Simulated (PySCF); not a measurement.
# [BiCl4]−: other functionals and bases at one geometry

One table from this session's results is given with a row withheld; the runs are named, their logs left out.

Method: several levels, as the steps say, no spin–orbit coupling; program: PySCF 2.14.0.

3 further runs of the same task are left out: 2 for a known fault of the program, 1 that didn't finish.

**The starting structure**

5 atoms, charge -1, spin multiplicity 1.

Bond lengths: Bi1–Cl2 2.633 Å, Bi1–Cl3 2.633 Å, Bi1–Cl4 2.633 Å, Bi1–Cl5 2.633 Å. Angles: Cl2–Bi1–Cl3 108.4°, Cl2–Bi1–Cl4 110.0°, Cl2–Bi1–Cl5 110.0°, Cl3–Bi1–Cl4 110.0°, Cl3–Bi1–Cl5 110.0°, Cl4–Bi1–Cl5 108.4°.

Coordinates:

```xyz
5
BiCl4
Bi    0.0051    0.2454    0.0000
Cl   -0.0269   -1.2935    2.1359
Cl   -0.0269   -1.2935   -2.1359
Cl    2.1723    1.7403    0.0000
Cl   -2.0981    1.8291    0.0000
```

Formal oxidation states: Bi +3. An earlier session relaxed this geometry at BP86, Bi def2-SVP with ECP60, Cl def2-SVP (singlet, point group D2d).

At BP86 on the finer grid: E = -2055.450067 Eh, HOMO -2.12 eV, LUMO 1.66 eV, Mulliken charge on Bi1 +0.81 e, largest force component 0.012 eV/Å. 

Levels to run: TPSS; TPSSh; BLYP; wB97X; BP86, TZVP; BP86, x2c-SVP. Hardware: 2 threads of Arm Neoverse V1, shared host.

The first run:

run.py (the lines that set the calculation) reads:

```python
mol = gto.M(atom='''
Bi     0.00510     0.24542     0.00000
Cl    -0.02689    -1.29355     2.13590
Cl    -0.02689    -1.29355    -2.13590
Cl     2.17229     1.74029     0.00000
Cl    -2.09810     1.82905     0.00000''',
    basis={'Bi': 'def2-SVP', 'Cl': 'def2-SVP'},
    ecp={'Bi': 'def2-SVP'},
    charge=-1, spin=0)
mf = dft.RKS(mol, xc='TPSS')
mf.grids.atom_grid = (75, 302)
mf = mf.density_fit()  # fitting sets: Bi def2-universal-JKFIT, Cl def2-universal-JKFIT
mf.conv_tol = 1e-08; mf.max_cycle = 55
mf.kernel(dm0)  # dm0: the density of the relaxed state
```

Launch:

```bash
$ OMP_NUM_THREADS=2 python run.py
```

Steps of the session up to this table: TPSS; TPSSh; BLYP; wB97X; BP86, TZVP; BP86, x2c-SVP.

One of the session's tables, all rows but one given; the rest of the session is left out.

```
              level  HOMO (eV)  gap (eV)  charge on Bi1 (e)  largest force component (eV/Å)
BP86 (relaxed here)      -2.12      3.78               0.81                            0.01
               TPSS      -2.18      3.93               0.90                            0.03
              TPSSh      -2.60      4.55               0.95                            0.09
               BLYP      -1.73      3.76               0.80                            0.19
              wB97X          ?         ?                  ?                               ?
         BP86, TZVP      -2.72      3.80               1.03                            0.10
      BP86, x2c-SVP      -2.10      3.75               0.81                            0.04
```

Estimate the missing values for wB97X.

**Answer.** HOMO (eV): -5.07; gap (eV): 9.10; charge on Bi1 (e): 1.05; largest force component (eV/Å): 0.23. In the column «HOMO (eV)» it is the lowest.

In one basis the HOMO–LUMO gap runs from 3.76 eV (BLYP) to 9.10 eV (wB97X). The largest leftover force, 0.23 eV/Å with wB97X, stands at a geometry relaxed at another level. Total energies of different levels can't be compared.
